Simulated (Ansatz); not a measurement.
# C₂H₈FGaSe: how energies converge with the basis set

Aim: see how fast density functionals converge with the basis set for C₂H₈FGaSe.

Method: one geometry, several basis sets; program: Ansatz 0.2.0, Gaussian basis.

Plan: PBE0-D4/def2-SVP; ωB97M-V/def2-SVP; PBE0-D4/def2-QZVPP; ωB97M-V/def2-QZVPP; the functionals' def2-TZVPP values are taken from earlier runs.

## Step 1: Structure used throughout

An earlier PBE0-D4 in a triple-zeta def2 set relaxation fixed the geometry.

SMILES `[CH3][Ga-]([CH3])([F])[SeH2+]`, 13 atoms, charge 0, spin multiplicity 1.

Atoms are counted from 1 here; the program's logs count them from 0.

Bond lengths: C1–Ga2 1.965 Å, C1–H6 1.092 Å, C1–H7 1.091 Å, C1–H8 1.093 Å, Ga2–C3 1.965 Å, Ga2–F4 1.798 Å, Ga2–Se5 2.814 Å, C3–H9 1.091 Å, C3–H10 1.093 Å, C3–H11 1.092 Å, Se5–H12 1.468 Å, Se5–H13 1.469 Å. Angles: Ga2–C1–H6 111.7°, Ga2–C1–H7 110.7°, Ga2–C1–H8 109.9°, H6–C1–H7 108.9°, H6–C1–H8 107.8°, H7–C1–H8 107.7°, C1–Ga2–C3 131.0°, C1–Ga2–F4 112.4°, C1–Ga2–Se5 99.3°, C3–Ga2–F4 112.7°, C3–Ga2–Se5 100.7°, F4–Ga2–Se5 87.4°, Ga2–C3–H9 110.6°, Ga2–C3–H10 110.1°, Ga2–C3–H11 111.6°, H9–C3–H10 107.8°, H9–C3–H11 108.9°, H10–C3–H11 107.7° and more.

As a file:

```
C    -2.00753    0.39189    0.15226
Ga   -0.20521   -0.17804   -0.38467
C     0.86086   -1.74470    0.13661
F     0.27942    0.49246   -1.98151
Se    1.29643    1.88923    0.79422
H    -2.13638    0.35269    1.23589
H    -2.20989    1.40790   -0.19106
H    -2.75509   -0.26675   -0.29745
H     1.86935   -1.67601   -0.27474
H     0.40180   -2.65701   -0.25282
H     0.92670   -1.84386    1.22228
H     2.56032    1.27077    0.37545
H     1.13964    2.52672   -0.51966
```

## Step 2: PBE0-D4 in def2-SVP

Input file in.yaml:

```yaml
crystal:
  periodic: [false, false, false]
  atoms:
    - {symbol: C, position_ang: [-2.007535, 0.391895, 0.152257]}
    - {symbol: Ga, position_ang: [-0.205206, -0.178043, -0.384672]}
    - {symbol: C, position_ang: [0.860865, -1.744695, 0.136606]}
    - {symbol: F, position_ang: [0.279415, 0.492456, -1.981511]}
    - {symbol: Se, position_ang: [1.296431, 1.889232, 0.794219]}
    - {symbol: H, position_ang: [-2.136384, 0.352693, 1.235892]}
    - {symbol: H, position_ang: [-2.209893, 1.407900, -0.191061]}
    - {symbol: H, position_ang: [-2.755094, -0.266749, -0.297447]}
    - {symbol: H, position_ang: [1.869354, -1.676006, -0.274737]}
    - {symbol: H, position_ang: [0.401796, -2.657012, -0.252820]}
    - {symbol: H, position_ang: [0.926697, -1.843862, 1.222282]}
    - {symbol: H, position_ang: [2.560317, 1.270770, 0.375449]}
    - {symbol: H, position_ang: [1.139638, 2.526720, -0.519657]}
basis:
  gaussian: {orbitals: def2-SVP}
hamiltonian: {xc: pbe0, dispersion: d4}
output: {orbitals: {seedname: orbitals}}
```

The run is started by

```sh
ansatz run in.yaml --threads 4 --pin off --events-out ev --progress --plain --max-ram 11315MiB
```

Further steps of the session: ωB97M-V in def2-SVP; PBE0-D4 in def2-QZVPP; ωB97M-V in def2-QZVPP.

**Question.** What will the summary of the whole plan be? Wanted: PBE0-D4: double and triple zeta above quadruple; ωB97M-V: double and triple zeta above quadruple.

As calculated:

```
                                       quantity           value
PBE0-D4: double and triple zeta above quadruple  23.42, 2.85 eV
ωB97M-V: double and triple zeta above quadruple  23.53, 2.76 eV
```

**Reading.** For PBE0-D4 the step from double to triple zeta gains 20.58 eV and the next only 2.85 eV. Total energies overstate the basis error of differences, where much of it tends to cancel. The LUMO of ωB97M-V is positive and keeps falling with the basis (1.62 to 0.93 eV): an unbound level that the basis holds in place.
